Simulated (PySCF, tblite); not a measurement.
# C6H11O2 radical: geometry, infrared bands and EPR parameters

Wanted: the infrared bands and EPR parameters of C6H11O2 radical (`CC(C)[C@@H]1OC[C]1O`), by calculation.

Programs: tblite 0.8.0 and PySCF 2.14.0, with density-fitted response routines of our own. Each step states its level of theory. These are calculated values for one molecule in the gas phase, unless marked as measured. Atoms are numbered from 0 throughout.

### Step 1. The molecule as given

19 atoms, charge 0, multiplicity 2; geometry from: force field or distance geometry start.

Bonds of the start (Å): C0–C1 1.52, C1–C2 1.52, C1–C3 1.53, C3–O4 1.45, O4–C5 1.43, C5–C6 1.45, C6–O7 1.38, C6–C3 1.47, C0–H8 1.09, C0–H9 1.09, C0–H10 1.11, C1–H11 1.11, C2–H12 1.09, C2–H13 1.09, C2–H14 1.11, C3–H15 1.08, C5–H16 1.10, C5–H17 1.10, O7–H18 0.98.

### Step 2. Relaxing the molecule with GFN2-xTB

The job: settings as JSON, then the geometry in Å.

```
{"job": {"kind": "relax", "xc": "GFN2-xTB", "basis": "xTB"}, "charge": 0, "multiplicity": 2}
C     -1.633800    -0.896800    -1.086800
C     -0.892700    -0.229600     0.059900
C     -1.496000     1.126500     0.384400
C      0.583800    -0.063900    -0.315400
O      1.245000    -1.348100    -0.414700
C      2.251500    -0.958100     0.519600
C      1.491700     0.250400     0.795200
O      2.126600     1.472900     0.883000
H     -1.560400    -0.302400    -2.001800
H     -1.241300    -1.889100    -1.297600
H     -2.706700    -1.012500    -0.844500
H     -0.993000    -0.877700     0.957300
H     -1.414600     1.815100    -0.459800
H     -1.008600     1.598700     1.236300
H     -2.572300     1.039600     0.623200
H      0.748300     0.541600    -1.190200
H      3.231900    -0.805000     0.053400
H      2.328200    -1.660900     1.359100
H      1.502600     2.208700     0.731700
```

Command:

```
> OMP_NUM_THREADS=1 python probes_run.py task.json out
```

The driver reads the jobs from task.json and runs them one after another.

**Question.** This job is followed by: GFN2-xTB harmonic vibrations, gas phase; UKS B3LYP, pcH-1 on C H O, non-relativistic, mean-field spin-orbit, GIAO. Predict these results of the whole session: strongest single infrared mode (GFN2-xTB); zero-point energy (GFN2-xTB); g(iso) (B3LYP); ⟨S²⟩; largest a(iso) (averaged by class); potential on the surface of density 0.002 e/bohr³, 1st and 99th percentile.

The runs gave:

| quantity | value |
| --- | --- |
| strongest single infrared mode (GFN2-xTB) | 1388 cm⁻¹, 164 km/mol |
| zero-point energy (GFN2-xTB) | 99.6 kcal/mol |
| g(iso) (B3LYP) | 2.00308 |
| ⟨S²⟩ | 0.753 (exact 0.75) |
| largest a(iso) (averaged by class) | 13C on C6, 219.4 MHz |
| potential on the surface of density 0.002 e/bohr³, 1st and 99th percentile | -1.53 V and 2.38 V |

What this shows: The optimisation took 47 steps and gained 0.190 eV; among the close pairs (by a distance rule), C5–C6 changed most, from 1.454 to 1.496 Å. No mode is imaginary among the 51: a minimum at this level. The strongest single mode, at 1388 cm⁻¹, moves mainly C6. GFN2-xTB is a fitted tight-binding method: band positions and strengths are rough. Its intensities can rank the bands wrongly. C6 carries the largest spin population, 0.83 e. The isotropic g lies 0.8 ppt above the free-electron value. These values are for one conformer; the search (at its own cheap level) found 2 more, at 0.52, 0.63 kcal/mol, and measured spectra average over such forms.
